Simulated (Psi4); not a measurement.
# BH3O3 (boric acid) at HSE06/def2-SVPD

What is the vertical electron affinity of BH3O3 (boric acid) at HSE06/def2-SVPD? 

The calculation is run with Psi4 1.11.

1 further run of the same task is left out (set aside as unsound or not needed).

### Step 1. The structure to begin with

BH3O3 has 7 atoms, charge 0, and is taken as a singlet. As SMILES, `OB(O)O`. The coordinates come from a PBE0-D4/def2-TZVP relaxation.

Bond lengths: O1–B2 1.366 Å, B2–O3 1.366 Å, B2–O4 1.366 Å, O1–H5 0.960 Å, O3–H6 0.960 Å, O4–H7 0.959 Å. Angles: O1–B2–O3 120.0°, O1–B2–O4 120.0°, O3–B2–O4 120.0°, B2–O1–H5 112.2°, B2–O3–H6 112.2°, B2–O4–H7 112.2°.

### Step 2. Energy and forces at HSE06/def2-SVPD

Contents of job.inp:

```
memory 2.2 GB

molecule {
  O     -1.329950    -0.251650     0.184550
  B      0.000000     0.000000    -0.000010
  O      0.430260     1.279290    -0.210830
  O      0.899670    -1.027640     0.026210
  H     -1.506600    -1.184610     0.322580
  H     -0.292710     1.910130    -0.207270
  H      1.799320    -0.725540    -0.115220
  symmetry c1
}

set {
  basis                def2-SVPD
  reference            rks
  puream               true
  e_convergence        1e-09
  d_convergence        1e-08
  scf_type             pk
  dft_radial_points    99
  dft_spherical_points 590
}

E, wfn = gradient("hse06", return_wfn=True)
oeprop(wfn, "LOWDIN_CHARGES", "MAYER_INDICES", "QUADRUPOLE")
print_variables()
```

On the command line:

```bash
$ psi4 job.inp job.out -n 1
```

job.out, cut to the lines that bear on the results:

```text
[...]
  Running in c1 symmetry.
[...]
  Nuclear repulsion =  116.439590226249052
[...]
  Multiplicity = 1
[...]
  Nalpha       = 16
  Nbeta        = 16
[...]
    Number of basis functions: 113
[...]
   @RKS iter   1:  -251.69890354366467   -2.49590e-01   8.92490e-03 DIIS/ADIIS
[...]
   @RKS iter   9:  -252.08045088316481   -9.23137e-11   5.17902e-09 DIIS
[...]
    Orbital Energies [Eh]
    ---------------------
    Doubly Occupied:
       1A    -19.216039     2A    -19.216038     3A    -19.215982
       4A     -6.840471     5A     -1.060289     6A     -1.014656
       7A     -1.014651     8A     -0.582048     9A     -0.553178
      10A     -0.553172    11A     -0.420230    12A     -0.390396
      13A     -0.390392    14A     -0.376706    15A     -0.333307
      16A     -0.333305
[...]
  @RKS Final Energy:  -252.08045088316481
   => Energetics <=
    Nuclear Repulsion Energy =            116.4395902262490523
    One-Electron Energy =                -576.8588602614186129
    Two-Electron Energy =                 232.1845567216303152
    DFT Exchange-Correlation Energy =     -23.8457375696255447
    Empirical Dispersion Energy =           0.0000000000000000
    VV10 Nonlocal Energy =                  0.0000000000000000
    Total Energy =                       -252.0804508831648150
[...]
  -Total Gradient:
     Atom            X                  Y                   Z
    ------   -----------------  -----------------  -----------------
       1       -0.001044881170    -0.000146966386     0.000136536409
       2        0.000003871089    -0.000003168291     0.000004172561
       3        0.000364396028     0.000988305533    -0.000168675217
       4        0.000685306002    -0.000821494228     0.000022526677
       5        0.001057746674     0.000769964679    -0.000217924297
       6        0.000158337606    -0.001313096336     0.000148134639
       7       -0.001225761320     0.000532150342     0.000074618077
[...]
 Multipole Moments:
 ------------------------------------------------------------------------------------
     Multipole            Electronic (a.u.)      Nuclear  (a.u.)        Total (a.u.)
 ------------------------------------------------------------------------------------
 L = 1.  Multiply by 2.5417464519 to convert [e a0] to [Debye]
 Dipole X            :          0.0000234            0.0000186            0.0000420
 Dipole Y            :          0.0000066           -0.0000181           -0.0000116
 Dipole Z            :         -0.0000152            0.0001280            0.0001128
 Magnitude           :                                                    0.0001209
 L = 2.  Multiply by 1.3450342976 to convert [e a0^2] to [Debye ang]
 Quadrupole XX       :       -114.5721786           98.9165295          -15.6556490
 Quadrupole XY       :          1.3842417           -1.4115724           -0.0273307
[...]
```

It took 32 s on 1 thread of Intel Xeon 6975P-C (Granite Rapids), shared host; peak memory 0.99 GiB.

### Step 3. The doublet anion, same level

Contents of bh3o3.xyz:

```xyz
7
BH3O3
O     -1.329950    -0.251650     0.184550
B      0.000000     0.000000    -0.000010
O      0.430260     1.279290    -0.210830
O      0.899670    -1.027640     0.026210
H     -1.506600    -1.184610     0.322580
H     -0.292710     1.910130    -0.207270
H      1.799320    -0.725540    -0.115220
```

Contents of bh3o3.py:

```python
import psi4

psi4.set_memory(2200000000)
psi4.set_num_threads(1)
psi4.set_output_file('run.log', False)

with open('bh3o3.xyz') as f:
    atoms = ''.join(f.readlines()[2:])
geom = psi4.geometry('-1 2\n' + atoms + 'symmetry c1\nno_reorient\nno_com')

psi4.set_options({
    'reference': 'uks',
    'puream': True,
    'e_convergence': 1e-09,
    'd_convergence': 1e-08,
    'scf_type': 'pk',
    'dft_radial_points': 99,
    'dft_spherical_points': 590,
    'maxiter': 100,
})

e_tot = psi4.gradient("hse06/def2-SVPD", molecule=geom)
print('gradient / Eh bohr^-1')
print(e_tot.np.round(6))
```

On the command line:

```bash
$ python bh3o3.py
```

run.log, cut to the lines that bear on the results:

```text
[...]
  Running in c1 symmetry.
[...]
  Nuclear repulsion =  116.439590226249081
[...]
  Multiplicity = 2
[...]
  Nalpha       = 17
  Nbeta        = 16
[...]
    Number of basis functions: 113
[...]
   @UKS iter   1:  -251.32293839704693    1.26375e-01   1.03042e-02 ADIIS/DIIS
[...]
   @UKS iter  14:  -252.04823172371536   -2.27374e-12   5.60556e-09 DIIS
[...]
   @S^2 Observed:                7.502201864E-01
[...]
  @UKS Final Energy:  -252.04823172371536
   => Energetics <=
    Nuclear Repulsion Energy =            116.4395902262490807
    One-Electron Energy =                -581.9930762918029359
    Two-Electron Energy =                 237.4413889171458720
    DFT Exchange-Correlation Energy =     -23.9361345753073849
    Empirical Dispersion Energy =           0.0000000000000000
    VV10 Nonlocal Energy =                  0.0000000000000000
    Total Energy =                       -252.0482317237153609
[...]
 Multipole Moments:
 ------------------------------------------------------------------------------------
     Multipole            Electronic (a.u.)      Nuclear  (a.u.)        Total (a.u.)
 ------------------------------------------------------------------------------------
 L = 1.  Multiply by 2.5417464519 to convert [e a0] to [Debye]
 Dipole X            :          0.0002792           -0.0002835           -0.0000042
 Dipole Y            :          0.0000144           -0.0000378           -0.0000234
 Dipole Z            :          0.0009913           -0.0009827            0.0000087
 Magnitude           :                                                    0.0000253
[...]
  -Total Gradient:
     Atom            X                  Y                   Z
    ------   -----------------  -----------------  -----------------
       1        0.003234801710    -0.006499633904     0.000447099437
       2        0.000003363996    -0.000003378643     0.000002745137
       3       -0.007231730208     0.000541348885     0.000761680620
       4        0.004002500483     0.005977760332    -0.001215141512
       5        0.000609336272     0.006741419433    -0.000920179285
       6        0.005555593304    -0.003984984904    -0.000135642367
       7       -0.006174845386    -0.002767313028     0.001058886491
[...]
```

On the terminal:

```text
gradient / Eh bohr^-1
[[ 3.235e-03 -6.500e-03  4.470e-04]
 [ 3.000e-06 -3.000e-06  3.000e-06]
 [-7.232e-03  5.410e-04  7.620e-04]
 [ 4.003e-03  5.978e-03 -1.215e-03]
 [ 6.090e-04  6.741e-03 -9.200e-04]
 [ 5.556e-03 -3.985e-03 -1.360e-04]
 [-6.175e-03 -2.767e-03  1.059e-03]]
```

It took 54 s on 1 thread of Intel Xeon 6975P-C (Granite Rapids), shared host; peak memory 0.99 GiB.

### Step 4. Outcome

Level: HSE06/def2-SVPD.

```
                                         quantity          value
                      singlet BH3O3: total energy  -252.08045 Eh
                     singlet BH3O3: dipole moment         0.00 D
                       singlet BH3O3: HOMO energy       -9.07 eV
                       singlet BH3O3: LUMO energy       -0.44 eV
                     singlet BH3O3: HOMO–LUMO gap        8.63 eV
          singlet BH3O3: largest force on an atom     0.069 eV/Å
                      doublet anion: total energy  -252.04823 Eh
doublet anion: HOMO energy (highest over α and β)        2.28 eV
 doublet anion: LUMO energy (lowest over α and β)        2.96 eV
                              doublet anion: ⟨S²⟩          0.750
          doublet anion: largest force on an atom     0.375 eV/Å
vertical electron affinity (to the doublet anion)      -0.877 eV
```

**Reading.** The anion lies 0.88 eV (20.2 kcal/mol) above the neutral: the electron isn't bound at this level, and such a value depends on the basis. The HOMO (doublet anion) lies at positive energy, 2.28 eV; only total energies tell whether the electron is bound.
